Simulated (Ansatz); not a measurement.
# CH₄Al₂O₂: basis-set convergence

How large a basis does CH₄Al₂O₂ need? Two functionals are run in growing sets.

Method: one geometry, several basis sets; program: Ansatz 0.2.0, Gaussian basis.

Levels to be run: PBE0-D4/def2-SVP; ωB97M-V/def2-SVP; PBE0-D4/def2-QZVPP; ωB97M-V/def2-QZVPP; the functionals' def2-TZVPP values are taken from earlier runs.

### 1 Structure used throughout

The geometry comes from an earlier relaxation with PBE0-D4 in a triple-zeta def2 set; it is a stationary point, not always the lowest conformer.

SMILES `O[CH]1[AlH][Al]1[OH]`, 9 atoms, charge 0, spin multiplicity 1.

Atoms are counted from 1 here; the program's logs count them from 0.

Bond lengths: O1–C2 1.382 Å, O1–H6 0.961 Å, C2–Al3 1.975 Å, C2–Al4 1.963 Å, C2–H7 1.169 Å, Al3–Al4 2.443 Å, Al3–H8 1.595 Å, Al4–O5 1.697 Å, O5–H9 0.956 Å. Angles: C2–O1–H6 109.1°, O1–C2–Al3 134.0°, O1–C2–Al4 145.6°, O1–C2–H7 113.1°, Al3–C2–Al4 76.7°, Al3–C2–H7 82.5°, Al4–C2–H7 81.6°, C2–Al3–Al4 51.4°, C2–Al3–H8 138.0°, Al4–Al3–H8 165.1°, C2–Al4–Al3 51.9°, C2–Al4–O5 135.1°, Al3–Al4–O5 167.4°, Al4–O5–H9 125.2°.

### 2 PBE0-D4 in def2-SVP

Input file in.yaml:

```yaml
crystal:
  periodic: [false, false, false]
  atoms:
    - {symbol: O, position_ang: [1.527582, 0.050460, -1.527278]}
    - {symbol: C, position_ang: [0.698913, -0.190410, -0.447816]}
    - {symbol: Al, position_ang: [0.017767, -1.829193, 0.419036]}
    - {symbol: Al, position_ang: [-0.836379, 0.453489, 0.591838]}
    - {symbol: O, position_ang: [-1.753724, 1.880716, 0.624395]}
    - {symbol: H, position_ang: [1.490201, 0.984252, -1.750974]}
    - {symbol: H, position_ang: [1.234935, -0.051436, 0.581934]}
    - {symbol: H, position_ang: [0.174766, -3.408544, 0.256709]}
    - {symbol: H, position_ang: [-2.465559, 2.064366, 1.235055]}
basis:
  gaussian: {orbitals: def2-SVP}
hamiltonian: {xc: pbe0, dispersion: d4}
output: {orbitals: {seedname: orbitals}}
```

Started as:

```bash
$ ansatz run in.yaml --threads 2 --pin off --events-out ev --progress --plain --max-ram 4352MiB
```

Further steps of the session: ωB97M-V in def2-SVP; PBE0-D4 in def2-QZVPP; ωB97M-V in def2-QZVPP.

Before running them: what should the planned runs give, taken together? Wanted: PBE0-D4: double and triple zeta above quadruple; ωB97M-V: double and triple zeta above quadruple.

**Answer**, as computed:

| quantity | value |
| --- | --- |
| PBE0-D4: double and triple zeta above quadruple | 11.75, 0.71 eV |
| ωB97M-V: double and triple zeta above quadruple | 11.85, 0.69 eV |

In words: For PBE0-D4 the step from double to triple zeta gains 11.05 eV and the next only 0.71 eV. Total energies overstate the basis error of differences, where much of it tends to cancel.
